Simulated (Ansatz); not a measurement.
# ClH2NZn: the cost of one run

The runs use Ansatz 0.2.0, Gaussian basis; PBE0-D4/def2-TZVP structures, single points in def2-TZVPP, no counterpoise correction.

Levels: SPW92, PBE-D4, BLYP-D4, r2SCAN-D4, B97M-V, PBE0-D4, B3LYP-D4, r2SCAN0-D4, BHLYP-D4, CAM-B3LYP-D4, wB97X-V, wB97M-V, B2PLYP, PBE-QIDH, RPA on PBE, Hartree-Fock, MP2, CCSD, CCSD(T).

Correlated methods freeze the cores. The 3s and 3p shells of Cu and Zn are frozen; filled d shells are correlated. B3LYP uses VWN-RPA correlation. B2PLYP carries no dispersion term here.

94 further runs of the same task are left out: 94 set aside as unsound or not needed. Runs told in other sessions of the task aren't counted.

## 1. Where the work starts

The complex: 8 atoms, charge 0, spin multiplicity 1.

Atoms are counted from 1 here; the program's logs count them from 0.

Bond lengths: Zn1–N2 1.871 Å, Zn1–Cl3 2.117 Å, Zn1–O5 2.224 Å, N2–H6 1.013 Å, N2–H7 1.014 Å, H4–O5 0.978 Å, O5–H8 0.960 Å. Angles: N2–Zn1–Cl3 166.4°, N2–Zn1–O5 81.7°, Cl3–Zn1–O5 111.1°, Zn1–N2–H6 114.9°, Zn1–N2–H7 114.0°, H6–N2–H7 105.9°, Zn1–O5–H4 84.0°, Zn1–O5–H8 126.2°, H4–O5–H8 109.3°.

Coordinates:

```xyz
8
ClH4NOZn
Zn   -0.6511    0.1728   -0.7823
N     1.0571   -0.5653   -0.5869
Cl   -2.6010    0.7118   -1.4072
H     0.4241    0.0515    1.2858
O    -0.3313    0.6676    1.3623
H     1.1868   -1.4631   -1.0366
H     1.8036    0.0276   -0.9315
H    -0.8882    0.3972    2.0965
```

Its parts: ClH2NZn holds atoms 1, 2, 3, 6, 7; H2O holds atoms 4, 5, 8. Each part counts its atoms afresh in its own runs.

## 2. Relaxing ClH2NZn alone

relax-a/in.yaml

```yaml
crystal:
  periodic: [false, false, false]
  atoms:
    - {symbol: Zn, position_ang: [-0.651137, 0.172807, -0.782338]}
    - {symbol: N, position_ang: [1.057057, -0.565280, -0.586900]}
    - {symbol: Cl, position_ang: [-2.601030, 0.711758, -1.407193]}
    - {symbol: H, position_ang: [1.186769, -1.463123, -1.036622]}
    - {symbol: H, position_ang: [1.803620, 0.027591, -0.931462]}
basis:
  gaussian: {orbitals: def2-TZVP}
hamiltonian: {xc: pbe0, dispersion: d4}
relax: {f_tol: 0.005, max_steps: 200}
```

Run with:

```
> ansatz run in.yaml --threads 8 --pin off --events-out ev --progress --plain --max-ram 19148MiB
```

**Question.** How long does this run take on 8 threads of Intel Xeon 6975P-C, shared host?

About 3.8 s.
